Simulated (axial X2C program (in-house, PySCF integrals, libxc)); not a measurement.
**A two-component session on VMg: properties at the nuclei**

Aim: properties at the nuclei of VMg, with spin–orbit coupling in the Hamiltonian from the start.

Computed with an in-house X2C program for linear molecules on PySCF integrals. Level: two-component X2C with atomic mean-field terms, V dyall-cv3z, Mg dyall-cv3z.

All values are calculated.

### 1 Input

Input file task.json:

```json
{"zs": [23, 12], "q": 0, "bas": ["dyall-cv3z", "dyall-cv3z"], "r0": 2.73, "levels": ["PBE0", "HF", "B3LYP", "BHandHLYP", "BP86"], "nst": 3}
```

Keys: zs atomic numbers; q charge; bas basis sets; r0 starting distance in Å; levels methods (HF also brings MP2); nst determinants followed.

The run is started by

```sh
> python soeom.py task.json out
```

Further steps of the session: Expectation values, lowest determinant; Expectation values, a higher determinant; Expectation values, a higher determinant.

Q: Predict the outcome of this session. Wanted: lowest determinant; Eeff magnitude; Ws magnitude V; A∥/gI V; qzz V; higher determinant (for each run or level that gives them).

The runs gave:

```
                                        quantity                                                      value
                              lowest determinant                    Ω = 5/2 (excess of +ω over −ω: ω = 5/2)
                    Eeff magnitude (GV/cm), PBE0                                                      0.077
                      Ws magnitude V (kHz), PBE0                                                     0.0168
                             A∥/gI V (MHz), PBE0                                                        236
                              qzz V (a.u.), PBE0                                                       0.99
                              higher determinant                    Ω = 1/2 (excess of +ω over −ω: ω = 1/2)
Eeff magnitude (GV/cm), PBE0, higher determinant                                                     0.0932
  Ws magnitude V (kHz), PBE0, higher determinant                                                     0.0931
         A∥/gI V (MHz), PBE0, higher determinant                                                        615
          qzz V (a.u.), PBE0, higher determinant                                                      -1.29
                              higher determinant  Ω = 9/2 (excess of +ω over −ω: ω = 1/2, ω = 3/2, ω = 5/2)
Eeff magnitude (GV/cm), PBE0, higher determinant                                                     0.0927
  Ws magnitude V (kHz), PBE0, higher determinant                                                     0.0103
         A∥/gI V (MHz), PBE0, higher determinant                                                        259
          qzz V (a.u.), PBE0, higher determinant                                                      -1.30
```

What this shows: In the first state, the effective field runs from 0.0404 to 0.123 GV/cm over the mean-field levels, so the levels don't agree on it. The expectation values come from single determinants, which for open shells can mix terms of unlike spin or miss the lowest Ω, so a determinant need not be a state. Eeff is the effective electric field on the electron dipole moment in this Ω state and Ws the scalar–pseudoscalar constant (defined with the proton number Z and per Ω); A∥ is the parallel hyperfine constant, which follows by multiplying with the nuclear g factor gI = μI/(I μN); qzz is the electric field gradient, eQq0 = 234.96 MHz × Q/barn × qzz; μ is positive if Mg is the positive end. The operators were transformed with the bare-nucleus X2C matrices. A second determinant lies within 0.1 eV of the first, so their order is not settled at this level.
